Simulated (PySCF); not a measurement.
# C2H8BN: geometry, NMR shifts, spin-spin couplings, electronic excitations and core binding energies

Aim: predict the NMR shifts, spin-spin couplings, electronic excitations and core binding energies of C2H8BN (`C=C[BH2-][NH3+]`).

Programs: PySCF 2.14.0, with density-fitted response routines of our own. Each step states its level of theory. These are calculated values for one molecule in the gas phase, unless marked as measured. Atoms are numbered from 0 throughout.

### Step 1. Starting geometry

12 atoms, charge 0, multiplicity 1; geometry from: GFN2-xTB.

Bonds of the start (Å): C0–C1 1.32, C1–B2 1.60, B2–N3 1.66, C0–H4 1.08, C0–H5 1.08, C1–H6 1.09, B2–H7 1.19, B2–H8 1.19, N3–H9 1.01, N3–H10 1.01, N3–H11 1.01.

### Step 2. Relaxing the molecule at PBE0-D3(BJ)/def2-SVP

What the job is given:

```
{"job": {"xc": "PBE0", "basis": "def2-SVP", "d3": "d3bj", "grid": 1, "kind": "geom"}, "charge": 0, "multiplicity": 1}
C      2.077601    -0.170811     0.045655
C      0.816236    -0.215807     0.443781
B     -0.463691    -0.476493    -0.474838
N     -1.605455     0.602760     0.074255
H      2.337738    -0.289377    -0.994636
H      2.912480    -0.029301     0.719736
H      0.644104    -0.096783     1.516218
H     -0.942044    -1.555279    -0.291029
H     -0.306813    -0.219808    -1.625799
H     -2.474876     0.467130    -0.428299
H     -1.253314     1.541233    -0.077325
H     -1.740767     0.441849     1.066253
```

**Question.** This job is followed by: GIAO PBE0/pcSseg-1 NMR shielding, non-relativistic, gas phase; B3LYP/pcJ-1 indirect spin-spin coupling, non-relativistic, gas phase; TDDFT CAM-B3LYP/def2-SVPD, vertical, gas phase, core orbitals frozen in the response; GIAO mPW1PW91/pcSseg-2 NMR shielding, non-relativistic, gas phase; delta-SCF UKS SCAN, pcX-2 on the ionised atom, pcseg-1 elsewhere, spin-free X2C. Predict these results of the whole session: point group; rotational constants (main isotopes); 13C shifts against TMS (PBE0/pcSseg-1); 1H shifts against TMS (PBE0/pcSseg-1, means over atoms taken as alike); 11B shifts against BF3·OEt2 (PBE0/pcSseg-1); 15N shifts against NH3 (PBE0/pcSseg-1); largest coupling of the table (B3LYP/pcJ-1); lowest singlet (CAM-B3LYP/def2-SVPD); brightest single state of those computed; lowest triplet; vertical ionisation energy (ΔSCF); C1s binding energies, SCAN/pcX-2; B1s binding energies, SCAN/pcX-2; N1s binding energies, SCAN/pcX-2; range of the shift of N3.

The runs gave:

| quantity | value |
| --- | --- |
| point group | C1 |
| rotational constants (main isotopes) | 19.06, 3.85, 3.72 GHz |
| 13C shifts against TMS (PBE0/pcSseg-1) | 157.0, 135.5 ppm |
| 1H shifts against TMS (PBE0/pcSseg-1, means over atoms taken as alike) | 6.50, 5.83, 5.73, 2.58, 2.44 ppm |
| 11B shifts against BF3·OEt2 (PBE0/pcSseg-1) | -16.8 ppm |
| 15N shifts against NH3 (PBE0/pcSseg-1) | 49.5 ppm |
| largest coupling of the table (B3LYP/pcJ-1) | 1J(C,H) C0–H4, 164.1 Hz |
| lowest singlet (CAM-B3LYP/def2-SVPD) | 6.06 eV (205 nm), f = 0.115 |
| brightest single state of those computed | state 4, 7.09 eV, f = 0.154 |
| lowest triplet | 4.24 eV |
| vertical ionisation energy (ΔSCF) | 9.09 eV |
| C1s binding energies, SCAN/pcX-2 | C0 289.43, C1 289.13 eV |
| B1s binding energies, SCAN/pcX-2 | B2 193.97 eV |
| N1s binding energies, SCAN/pcX-2 | N3 407.98 eV |
| range of the shift of N3 | 43.7 to 49.5 ppm |

**Reading.** Over 8 steps the energy fell by 0.098 eV; of the close pairs, B2–H8 changed most, 1.190 to 1.227 Å. C1 (alkene CH) lies farthest downfield among carbon, at 157.0 ppm; the olefinic region. The most deshielded hydrogen is H6 (hydrogen on an alkene CH), at 6.50 ppm: olefinic region. At PBE0/pcSseg-1: Shielding is most anisotropic at C1 (span 278 ppm, paramagnetic term -231 ppm). In the run at B3LYP/pcJ-1, the largest coupling of the table is C0–H4, 164.1 Hz, of which the Fermi-contact term gives 163.1 Hz. Couplings across rotatable bonds belong to this one conformer; where others are populated, the observed values are averages. The lowest singlet, at 6.06 eV, is HOMO→LUMO 0.92 and is bright; of the 10 states computed, the strongest absorption comes from state 4 at 7.09 eV. The lowest triplet lies 1.82 eV below the lowest singlet (triplets in Tamm-Dancoff, singlets in full TDDFT). ΔSCF puts the ionisation energy at 9.09 eV, 0.93 eV above −ε(HOMO). The C1s levels kept as sound span 0.30 eV, from C1 (alkene CH) up to C0 (terminal =CH2 carbon). In ppm, N3 moves most: its shift spreads over 5.8 ppm, from 43.7 (mPW1PW91/pcSseg-2) to 49.5 (PBE0/pcSseg-1). Most of that comes from the computed reference, not from the atom's own shielding.
